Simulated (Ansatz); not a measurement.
**AlBClH3O2: harmonic frequencies at the relaxed geometry in Python**

At which frequencies does AlBClH3O2 vibrate? Wanted for AlBClH3O2: harmonic frequencies at the relaxed geometry. SMILES: B[O][Al]([OH])[Cl].

Program: Ansatz 0.2.0 through its Python package. Level of theory: PBE/def2-SVP. These are calculated values, not measurements.

### 1 The system

Bond lengths: B1–O2 1.397 Å, O2–Al3 1.836 Å, Al3–O4 1.812 Å, Al3–Cl5 2.224 Å, B1–H6 1.206 Å, B1–H7 1.215 Å, O4–H8 1.025 Å. Angles: B1–O2–Al3 103.1°, O2–B1–H6 123.5°, O2–B1–H7 120.7°, H6–B1–H7 115.2°, O2–Al3–O4 119.8°, O2–Al3–Cl5 120.2°, O4–Al3–Cl5 119.8°, Al3–O4–H8 100.7°.

Input file albclh3o2.xyz:

```xyz
8

B    -0.51090    1.47010    0.10690
O     0.79750    1.04900    0.35520
Al    0.78140   -0.70530   -0.18720
O     0.44710   -2.01630    1.01780
Cl    1.32530   -1.23600   -2.27750
H    -1.38060    1.46550    0.94170
H    -0.79800    2.02300   -0.93590
H    -0.56950   -2.10710    0.92310
```

### 2 The code

albclh3o2.py reads:

```python
# -*- coding: utf-8 -*-
"""Harmonic frequencies of AlBClH3O2 at its relaxed geometry."""

from dataclasses import dataclass
import itertools

import ansatz as az
from ase.data import atomic_numbers, covalent_radii
import numpy as np


@dataclass
class Settings:
    basis: str = "def2-SVP"
    functional: str = "PBE"


opts = Settings()

system = az.Crystal.molecule_from_extxyz("albclh3o2.xyz")

job = system.calculation().basis(gaussian=opts.basis).functional(opts.functional)
symbols = [site.symbol for site in system.cartesian_sites]
start = np.array([site.position_ang for site in system.cartesian_sites], dtype=float)
r = job.relax(force_tolerance=0.003).run(threads=1).report
end = np.array(r["positions_ang"])

# pairs closer than 1.2 times the sum of covalent radii, before or after
radius = [covalent_radii[atomic_numbers[s]] for s in symbols]
span = lambda where, i, j: np.linalg.norm(where[i] - where[j])
bonded = [(i, j) for i, j in itertools.combinations(range(len(symbols)), 2) if min(span(start, i, j), span(end, i, j)) < 1.2 * (radius[i] + radius[j])]
print("pair        before    after (A)")
for i, j in bonded:
    print(f"{symbols[i]}{i}-{symbols[j]}{j}".ljust(10), f"{span(start, i, j):8.4f} {span(end, i, j):8.4f}")

# same settings at the minimum
minimum = az.Crystal.molecule()
for symbol, place in zip(symbols, end):
    minimum = minimum.atom(symbol, place.tolist())
vibrating = minimum.calculation()
vibrating = vibrating.basis(gaussian=opts.basis).functional(opts.functional)
vibrating = vibrating.phonons(temperatures=(200, 600, 100))
vib = vibrating.run(threads=1).report["vibrations"]
sums = vib["harmonic_sums"]
modes = [m["omega_inv_cm"] for m in sums["modes_at_gamma"] if m["rigid_motion"] == "no"]
for number, w in enumerate(modes, start=1):
    print(f"mode {number:2d} {w:9.1f} 1/cm {w / 8065.544 * 1000:8.2f} meV")
print("imaginary modes:", sum(w < 0 for w in modes), " zero-point energy:", round(sums["zero_point_energy_ev"], 4), "eV")
print("T (K)   F_vib (eV)   S_vib (meV/K)   C_vib (meV/K)")
for row in zip(sums["temperatures_k"], sums["vibrational_free_energy_ev"], vib["entropy_ev_per_k"], vib["heat_capacity_ev_per_k"]):
    print(f"{row[0]:6.1f} {row[1]:11.4f} {1000 * row[2]:13.4f} {1000 * row[3]:15.4f}")
```

### 3 The run

Command:

```console
$ python albclh3o2.py
```

Without the output at hand: what should come out? Wanted: moves of the relaxation of run 1; energy gained in run 1; last largest force component of run 1; highest frequency; imaginary modes; zero-point energy.

**Answer**, as computed:

| quantity | value |
| --- | --- |
| runs compared | 2 |
| moves of the relaxation of run 1 | 25 |
| energy gained in run 1 | 1.245 eV |
| last largest force component of run 1 | 0.0012 eV/Å |
| highest frequency | 3820 cm⁻¹ |
| imaginary modes | 0 |
| zero-point energy | 1.080 eV |

In words: Run 1: The relaxation took 25 moves; the largest shift is 1.675 Å, of atom 6 (H). So large a move can change the bonding: the results belong to the relaxed structure. All frequencies are real, so the geometry is a minimum. The frequencies are harmonic and unscaled, in a modest basis. The result belongs to the one conformer reached from this start, and soft torsions count as harmonic oscillators.
